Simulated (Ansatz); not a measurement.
# LiPb: the cost of one run

Computed with Ansatz 0.2.0 (DFT LDA, scalar-relativistic, unless a step's input says otherwise).

**1. The structure to begin with**

The structure is cubic, space group Pm-3m (No. 221). Conventional cell: a = 3.522 Å, b = 3.522 Å, c = 3.522 Å, α = 90.00°, β = 90.00°, γ = 90.00°. Around Li (site symmetry m-3m) lie 8 Pb at 3.05 Å. Around Pb (site symmetry m-3m) lie 8 Li at 3.05 Å.

Coordinates:

```cif
data_structure
_symmetry_space_group_name_H-M 'Pm-3m'
_symmetry_Int_Tables_number 221
_cell_length_a 3.5220
_cell_length_b 3.5220
_cell_length_c 3.5220
_cell_angle_alpha 90.000
_cell_angle_beta 90.000
_cell_angle_gamma 90.000
_cell_volume 43.69
loop_
_atom_site_label
_atom_site_type_symbol
_atom_site_symmetry_multiplicity
_atom_site_Wyckoff_symbol
_atom_site_fract_x
_atom_site_fract_y
_atom_site_fract_z
_atom_site_occupancy
Li1 Li 1 b 0.50000 0.50000 0.50000 1
Pb1 Pb 1 a 0.00000 0.00000 0.00000 1
```

The file gives the conventional cell by its symmetry; the runs use the cell typed in the input.

Structure: COD 1522614, as refined from experiment and not relaxed.

Atoms are numbered in the order of the input: Li1, Pb2.

**2. All-electron LAPW**

Input file input.yaml:

```yaml
crystal:
  lattice:
    - [3.522, 0.0, 0.0]
    - [0.0, 3.522, 0.0]
    - [0.0, 0.0, 3.522]
  atoms:
    - { symbol: Li, position: [0.5, 0.5, 0.5] }
    - { symbol: Pb, position: [0.0, 0.0, 0.0] }
kpoints:
  mp_grid: { grid: [10, 10, 10] }
  band_path:
    path:
      - [0.0, 0.0, 0.0]
      - [0.0, 0.5, 0.0]
      - [0.5, 0.5, 0.0]
      - [0.0, 0.0, 0.0]
      - [0.5, 0.5, 0.5]
      - [0.0, 0.5, 0.0]
      - [0.5, 0.5, 0.5]
      - [0.5, 0.5, 0.0]
    npoints: 14
scf:
  occupations: { method: fermi_dirac, width: 0.03 }
hamiltonian:
  xc: lda
  pseudopotentials: { kind: all_electron, lapw: { basis_error: 0.0005 } }
output:
  forces: true
  stress: true
  eigenvalues: true
  fatbands: true
  populations: true
  dos: { projected: true, de: 0.2, e_range: [-14, 8] }
```

Started as:

```bash
$ ansatz run input.yaml --threads 1 --pin off --max-ram 3072MiB --backend cpu --events-out ev --progress --plain --runs-dir out
```

**Question.** How long does this run take on 1 thread of Intel Xeon Platinum 8488C (Sapphire Rapids), shared host, and how much memory does it need?

About 14 s, with a peak of 0.36 GiB.
